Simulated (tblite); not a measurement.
# C5H9Ga (SMILES C=C/[C]([GaH2])=C\C) at IPEA1-xTB

Aim: a calculation of the kind “dissociation” of C5H9Ga. The job is set up through a Python script.

The calculation is run with tblite 0.8.0.

5 further runs of the same task are left out: 3 that didn't finish, 2 set aside as unsound or not needed.

### Step 1. Starting point

C5H9Ga: 15 atoms, total charge 0, spin state singlet. As SMILES, `C=C/[C]([GaH2])=C\C`. Geometry: a GFN2-xTB relaxation, a rough one for these elements and not checked as a minimum. This is one conformer, not always the lowest.

Bond lengths: C1–C2 1.329 Å, C2–C3 1.459 Å, C3–Ga4 2.021 Å, C3–C5 1.347 Å, C5–C6 1.500 Å, C1–H7 1.092 Å, C1–H8 1.077 Å, C2–H9 1.083 Å, Ga4–H10 1.583 Å, Ga4–H11 1.582 Å, C5–H12 1.087 Å, C6–H13 1.090 Å, C6–H14 1.087 Å, C6–H15 1.090 Å. Some angles: C1–C2–C3 122.2°, C2–C3–Ga4 115.5°, C2–C3–C5 121.9°, Ga4–C3–C5 122.5°, C3–C5–C6 126.2°, C1–C2–H9 119.7°, C3–C2–H9 118.1°, C2–C1–H7 120.4°, C2–C1–H8 123.2°, C3–Ga4–H10 123.5°.

### Step 2. A calculation of the kind “dissociation” at IPEA1-xTB

File start.xyz:

```xyz
15
start geometry
C     -0.039660    -2.158700     0.763150
C     -0.296300    -0.854840     0.755650
C      0.174420     0.023600    -0.309410
Ga     1.255930    -0.871940    -1.763190
C     -0.086290     1.344650    -0.310720
C     -0.864510     2.094520     0.729890
H      0.539890    -2.612270    -0.044130
H     -0.378500    -2.822580     1.540500
H     -0.872790    -0.416840     1.561410
H      2.827520    -1.052060    -1.696780
H      0.641170    -1.476830    -3.089580
H      0.291970     1.947350    -1.132730
H     -0.387120     2.007650     1.705820
H     -0.929160     3.148700     0.473620
H     -1.876580     1.699600     0.816500
```

File calc.py:

```python
import json
import numpy as np
from tblite.interface import Calculator
from tblite.interface import symbols_to_numbers

symbols = list(map(str, np.loadtxt("start.xyz", skiprows=2, usecols=0, dtype=str, ndmin=1)))
numbers = np.array(symbols_to_numbers(symbols))
positions = np.loadtxt("start.xyz", skiprows=2, usecols=(1, 2, 3), ndmin=2) / 0.529177210903

def run(atoms, charge, uhf):
    calculator = Calculator("IPEA1-xTB", numbers[atoms], positions[atoms], charge=charge, uhf=uhf)
    calculator.set("verbosity", 0)
    calculator.add("spin-polarization", 1.0)
    return calculator.singlepoint()

result = run(list(range(len(numbers))), 0, 0)
a, b = [0, 1, 2, 3, 4, 6, 7, 8, 9, 10, 11], [5, 12, 13, 14]  # atoms on either side of the bond
channels = [[0, 1, 0, 1], [1, 0, -1, 0], [-1, 0, 1, 0]]  # charge and unpaired electrons of a, then of b
print(f"whole molecule: E = {result.get('energy'):.8f} Eh")
print("fragment a:", " ".join(symbols[i] for i in a), "  fragment b:", " ".join(symbols[i] for i in b))
de = []
for qa, na, qb, nb in channels:
    ea, eb = run(a, qa, na).get("energy"), run(b, qb, nb).get("energy")
    de.append(float(ea + eb - result.get("energy")))
    print(f"a({qa:+d}, {na}) + b({qb:+d}, {nb}): E(a) = {ea:.6f}, E(b) = {eb:.6f} Eh, snapping energy {de[-1] * 2625.4996:.3f} kJ/mol")
out = {k: np.asarray(result.get(k)).tolist() for k in ("energy", "gradient", "charges", "dipole", "orbital-energies", "orbital-occupations")}
out.update(symbols=symbols, positions=(positions * 0.529177210903).tolist(), snap=de)
json.dump(out, open("results.json", "w"))
```

On the command line:

```bash
$ python calc.py
```

What values should one expect? Wanted: total energy; dipole moment; HOMO energy; LUMO energy; HOMO–LUMO gap; largest force on an atom.

Computed results:

Level: IPEA1-xTB.

| quantity | value |
| --- | --- |
| total energy | -18.49270 Eh |
| dipole moment | 1.43 D |
| HOMO energy | -11.13 eV |
| LUMO energy | -6.74 eV |
| HOMO–LUMO gap | 4.39 eV |
| largest force on an atom | 1.438 eV/Å |

**Reading.** The largest force is 1.44 eV/Å: the shape isn't a stationary point for this species at this level.
